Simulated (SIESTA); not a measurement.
# Hf2Pd2Se2Br2O3 in SIESTA: the effect of functional

Crystal: Hf2Pd2Se2Br2O3.

```xyz
11
Lattice="7.5867 -1.7097 -1.1758 7.5867 1.7097 -1.1758 -2.0245 0.0000 13.0516" Properties=species:S:1:pos:R:3 pbc="T T T"
Hf   14.2165    0.0000   -1.4206
Hf    8.6262    0.0000    2.2691
Pd    1.6873    0.0000    6.2302
Pd    3.3945    0.0000    8.9390
Se   12.2827    0.0000    8.8683
Se   10.7952    0.0000    5.8168
Br    8.8069    0.0000   -0.7891
Br    3.1532    0.0000    3.1608
O     8.2058    0.0000    4.0943
O     5.7021    0.0000    0.0464
O     0.0207    0.0000    2.8206
```

The cell was built by a generator and needn't be a form met in nature.

Alike in all runs:

- Program: SIESTA 5.4.2
- Task: band structure
- Basis: DZP (energy shift 0.003 Ry; two zetas on semicore shells)
- Grid cutoff: 800 Ry
- Energy shift: 0.003 Ry
- k mesh: 8 × 8 × 2
- Occupations: fermi-dirac, width 0.05 eV
- Spin: no spin polarisation

Q: One run gave: gap on the mesh 0.83 eV; pressure 4.1 GPa; largest force 0.99 eV/Å. Which functional did it use?
A. BLYP
B. AM05
C. LDA
D. RPBE
E. PBE

A: A.

```tsv
functional	potentials or basis	gap on the mesh (eV)	pressure (GPa)	largest force (eV/Å)
LDA	PseudoDojo 0.4 standard (LDA files)	0.77	-2.9	0.83
PBEsol	PseudoDojo 0.4 standard (PBEsol files)	0.78	-1.0	0.78
PBE	PseudoDojo 0.4 standard (PBE files)	0.81	1.6	0.85
RPBE	PseudoDojo 0.4 standard (PBE files)	0.83	3.1	0.97
BLYP	PseudoDojo 0.4 standard (PBE files)	0.83	4.1	0.99
AM05	PseudoDojo 0.4 standard (PBEsol files)	0.79	-0.8	0.62
```

Caveats: short orbitals over semicore shells can move pressures by several GPa; spin-orbit coupling is left out, which moves the levels of the heavy elements; the mesh misses the band edges, which the band path finds closer together; the basis of atomic orbitals isn't converged, which shifts pressures, moduli and gaps; the potentials were made for another functional, which shifts forces and pressure (some runs).
